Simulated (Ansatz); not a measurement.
**Hf3Ta (Hf (0001), 4 layers): how the settings move a single-point run**

Aim: see which settings change the result for Hf3Ta (Hf (0001), 4 layers), by how much, and at what cost.

Program: Ansatz 0.2.0. Level of theory: reference: DFT, PBE, PAW with Ansatz's default frozen-core files, scalar-relativistic. These are calculated values, not measurements.

### 1 The starting structure

Symmetry: P3m1, No. 156, trigonal system. Conventional cell: a = 3.203 Å, b = 3.203 Å, c = 23.609 Å, α = 90.00°, β = 90.00°, γ = 120.00°. Ta (site symmetry 3m) is surrounded by 3 Hf at 3.00 Å and 6 Ta at 3.20 Å. Hf (site symmetry 3m) is surrounded by 3 Ta at 3.00 Å and 9 Hf at 3.20 to 3.24 Å. Hf (site symmetry 3m) is surrounded by 12 Hf at 3.00 to 3.24 Å. Hf (site symmetry 3m) is surrounded by 9 Hf at 3.00 to 3.20 Å.

Coordinates:

```xyz
4
Lattice="3.2032 0.0000 0.0000 -1.6016 2.7741 0.0000 0.0000 0.0000 23.6094" Properties=species:S:1:pos:R:3 pbc="T T T"
Ta    2.4024    0.4623    8.1052
Hf   -0.8008    2.3117   10.4718
Hf    2.4024    0.4623   13.1376
Hf   -0.8008    2.3117   15.5042
```

### 2 Baseline

Contents of input.yaml:

```yaml
crystal:
  lattice:
    - [3.2032284304, 0.0, 0.0]
    - [-1.6016142152, 2.7740771949, 0.0]
    - [0.0, 0.0, 23.6094]
  atoms:
    - { symbol: Ta, position: [0.8333333333, 0.1666666667, 0.3433035026] }
    - { symbol: Hf, position: [0.1666666667, 0.8333333333, 0.4435418714] }
    - { symbol: Hf, position: [0.8333333333, 0.1666666667, 0.5564581331] }
    - { symbol: Hf, position: [0.1666666667, 0.8333333333, 0.6566964929] }
kpoints:
  mp_grid: { grid: [12, 12, 1] }
scf:
  occupations: { method: fermi_dirac, width: 0.1 }
hamiltonian:
  xc: pbe
  pseudopotentials: { kind: paw }
output:
  forces: true
  stress: true
  eigenvalues: true
efield:
  axis: 3
  amplitude: 0
  dipole_correction: true
```

The run is started by

```console
> ansatz run input.yaml --threads 1 --pin off --max-ram 3584MiB --backend cpu --events-out ev --progress --plain --runs-dir out
```

### 3 Changed: mp_grid.grid [18, 18, 1], dr2_threshold 1.0e-06

Changes to input.yaml since step 2:

```diff
@@ -11,5 +11,6 @@
 kpoints:
-  mp_grid: { grid: [12, 12, 1] }
+  mp_grid: { grid: [18, 18, 1] }
 scf:
   occupations: { method: fermi_dirac, width: 0.1 }
+  convergence: { dr2_threshold: 1.0e-06 }
 hamiltonian:
@@ -21,2 +22,6 @@
   eigenvalues: true
+  write_density: true
+  write_potential: true
+  elf: true
+  volumetric_format: npy
 efield:
```

**Question.** What will these runs give? Wanted: for each run, ending; energy change; gap; force.

As calculated:

| run | ending | energy change | gap (eV) | force (eV/Å) | cycles | time |
| --- | --- | --- | --- | --- | --- | --- |
| reference | converged | 0 | 0.00 | 0.63 | 9 | 16 s |
| 1: mp_grid.grid [18, 18, 1], dr2_threshold 1.0e-06 | converged | -0.4 meV/atom | 0.00 | 0.63 | 8 | 44 s |

Times don't compare one to one where runs were asked for different outputs or read a saved state (see the inputs); cycles may leave out searches for a lower state.

Residual by cycle in the longest SCF loop of each run; runs are numbered as in the table. The quantity is the density residual dr2, in eV.

| cycle | reference | run 1 |
| --- | --- | --- |
| 1 | 5.33 | 5.31 |
| 2 | 0.132 | 0.111 |
| 3 | 0.01 | 0.0089 |
| 4 | 2.8e-4 | 2.0e-4 |
| 5 | 4.9e-5 | 5.3e-5 |
| 6 | 1.9e-5 | 1.2e-5 |
| 7 | 9.8e-7 | 1.2e-6 |
| 8 | 1.4e-7 | 1.6e-7 |
| 9 | 2.9e-8 | - |

**Reading.** Changing the k-point mesh and convergence setting hardly moves the energy: -0.4 meV/atom.
